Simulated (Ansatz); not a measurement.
# Yb (Yb, hcp): the cost of one run

Computed with Ansatz 0.2.0 (DFT LDA (PW92), plane waves (420 eV) with PAW, scalar-relativistic; PBE-made PAW files, unless a step says otherwise).

## 1. Starting point

Symmetry: P6_3/mmc, No. 194, hexagonal system. Conventional cell: a = 3.879 Å, b = 3.879 Å, c = 6.335 Å, α = 90.00°, β = 90.00°, γ = 120.00°. Yb (site symmetry -6m2) is surrounded by 12 Yb at 3.88 Å.

As a file:

```cif
data_structure
_symmetry_space_group_name_H-M 'P6_3/mmc'
_symmetry_Int_Tables_number 194
_cell_length_a 3.8793
_cell_length_b 3.8793
_cell_length_c 6.3349
_cell_angle_alpha 90.000
_cell_angle_beta 90.000
_cell_angle_gamma 120.000
_cell_volume 82.56
loop_
_atom_site_label
_atom_site_type_symbol
_atom_site_symmetry_multiplicity
_atom_site_Wyckoff_symbol
_atom_site_fract_x
_atom_site_fract_y
_atom_site_fract_z
_atom_site_occupancy
Yb1 Yb 2 c 0.33333 0.66667 0.25000 1
```

## 2. Relaxing cell and atoms

input.yaml reads:

```yaml
crystal:
  lattice:
    - [3.8793238081, 0.0, 0.0]
    - [-1.939661904, 3.3595929673, 0.0]
    - [0.0, 0.0, 6.3349357786]
  atoms:
    - { symbol: Yb, position: [0.3333333333, 0.6666666667, 0.25] }
    - { symbol: Yb, position: [0.6666666667, 0.3333333333, 0.75] }
hamiltonian:
  xc: lda
  pseudopotentials:
    kind: paw
    azcp:
      Yb: "pseudopotentials/Yb.paw.azcp"
basis:
  ecutwfc: 420
  fft_grid_basis: typed
kpoints:
  mp_grid: { grid: [9, 9, 5], shift: [0, 0, 0] }
magnetization:
  spin_polarized: false
scf:
  occupations: { method: fermi_dirac, width: 0.1 }
relax:
  max_steps: 60
  f_tol: 0.01
  cell: {}
output:
  write_density: true
  write_potential: true
  elf: true
  volumetric_format: npy
```

Q: Estimate wall time and peak memory on 2 threads of an Arm CPU, shared host.

About 21 s, with a peak of 0.39 GiB.
